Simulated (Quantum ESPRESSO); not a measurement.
**HfGe in Quantum ESPRESSO: the effect of dispersion**

HfGe:

```
Hf Ge
1.0
     3.21967    0.00000    0.00000
     0.00000    3.21967    0.00000
     0.00000    0.00000    4.10843
Hf Ge
1 1
Direct
  0.50000 0.50000 0.00000
  0.00000 0.00000 0.00000
```

The cell was built by a generator and needn't be a form met in nature.

Alike in all runs:

| Item | Value |
| --- | --- |
| Program | Quantum ESPRESSO 7.5 |
| Task | phonons |
| Potentials or basis | GBRV 1.5 PBE |
| Cutoff | 612 eV |
| Density cutoff | 4898 eV |
| k mesh | 8 × 8 × 7 |
| Occupations | cold, width 0.2 eV |
| Spin | no spin polarisation |

Each run relaxes the cell or the atoms first.

| dispersion | functional | relaxed volume (Å³/atom) | highest phonon frequency (cm⁻¹) |
| --- | --- | --- | --- |
| none | PBE | ? | ? |
| D2 | PBE | 20.09 | 255 |
| D3(BJ) two-body | PBE | 21.53 | 237 |
| rVV10 | rPW86PBE | 22.64 | 222 |
| rev-vdW-DF2 | rev-vdW-DF2 | 21.59 | 244 |

Problem. What does the run with dispersion none give?

Solution. Relaxed volume 22.21 Å³/atom; highest phonon frequency 229 cm⁻¹.

Caveats: the mesh is thin for the phonons of a metal; some modes are imaginary; pairwise dispersion overbinds metals, which lowers pressure and volume (some runs); the potentials were made for another functional, which shifts forces and pressure (some runs); before the sum rule the acoustic modes lie tens of cm⁻¹ from zero, a sign that the density grid also shifts the optical modes (some runs).
